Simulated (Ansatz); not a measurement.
**BBrCl₂H₂: a reaction path by the nudged elastic band**

Aim: the minimum-energy path between two given structures and its highest point. Both ends were relaxed at PBE0-D4 in triple zeta.

Computed with Ansatz 0.2.0, Gaussian basis. Level: PBE0-D4/def2-SVP.

24 further runs of the same task are left out: 2 that didn't finish, 22 set aside as unsound or not needed.

### 1 Starting geometry

The first end: 6 atoms, charge 0, spin multiplicity 1.

Atoms are counted from 1 here; the program's logs count them from 0.

Bond lengths: B1–H2 1.186 Å, B1–Cl3 1.735 Å, B1–Cl4 1.735 Å, H5–Br6 1.421 Å. Angles: H2–B1–Cl3 119.7°, H2–B1–Cl4 119.7°, Cl3–B1–Cl4 120.6°.

Coordinates:

```
B    -0.3822   -0.2894   -1.0632
H     0.0869    0.7975   -1.1425
Cl    0.6158   -1.6788   -1.3548
Cl   -2.0729   -0.4718   -0.7168
H     1.1392    1.4703    2.0189
Br    0.6132    0.1721    2.2584
```

The second end:

```
B    -0.38023   -0.98270    0.25674
H     0.63451    1.91652   -0.95186
Cl    0.70536   -1.72052   -0.87711
Cl   -1.97522   -0.51712   -0.24099
H     0.83800    1.99224   -0.23763
Br    0.17759   -0.68852    2.05085
```

### 2 The band at PBE0-D4/def2-SVP

The input, neb/in.yaml:

```yaml
crystal:
  periodic: [false, false, false]
  atoms:
    - {symbol: B, position_ang: [-0.382226, -0.289407, -1.063227]}
    - {symbol: H, position_ang: [0.086886, 0.797474, -1.142550]}
    - {symbol: Cl, position_ang: [0.615835, -1.678806, -1.354798]}
    - {symbol: Cl, position_ang: [-2.072868, -0.471762, -0.716756]}
    - {symbol: H, position_ang: [1.139155, 1.470262, 2.018918]}
    - {symbol: Br, position_ang: [0.613217, 0.172138, 2.258413]}
basis:
  gaussian: {orbitals: def2-SVP}
hamiltonian: {xc: pbe0, dispersion: d4}
neb:
  images: 5
  climbing: true
  max_iterations: 40
  initial_path: idpp
  final_atoms:
    - {symbol: B, position_ang: [-0.380230, -0.982698, 0.256742]}
    - {symbol: H, position_ang: [0.634509, 1.916516, -0.951865]}
    - {symbol: Cl, position_ang: [0.705362, -1.720517, -0.877108]}
    - {symbol: Cl, position_ang: [-1.975222, -0.517118, -0.240991]}
    - {symbol: H, position_ang: [0.837995, 1.992238, -0.237632]}
    - {symbol: Br, position_ang: [0.177587, -0.688521, 2.050853]}
```

Launch:

```sh
$ ansatz run in.yaml --threads 4 --pin off --events-out ev --progress --plain --max-ram 9574MiB
```

Before running it: what results should come out? Wanted: from earlier runs: barrier over the separately found saddle, CCSD(T)/def2-TZVPP.

The runs gave:

| quantity | value |
| --- | --- |
| PBE0-D4/def2-SVP, 29 iterations | highest 0.785 eV (image 3), last end -0.444 eV |
| from earlier runs: barrier over the separately found saddle, CCSD(T)/def2-TZVPP | 1.163 eV |

The highest image lies 0.785 eV above the first end, and it climbed, so it estimates the saddle. The ends are not quite minima at this level (largest force component 0.51 eV/Å), so the heights are unreliable: relaxing the first end would lower it and raise the barrier above it. The highest image is 0.378 eV below the CCSD(T) barrier in triple zeta, which comes from separate runs on the saddle.
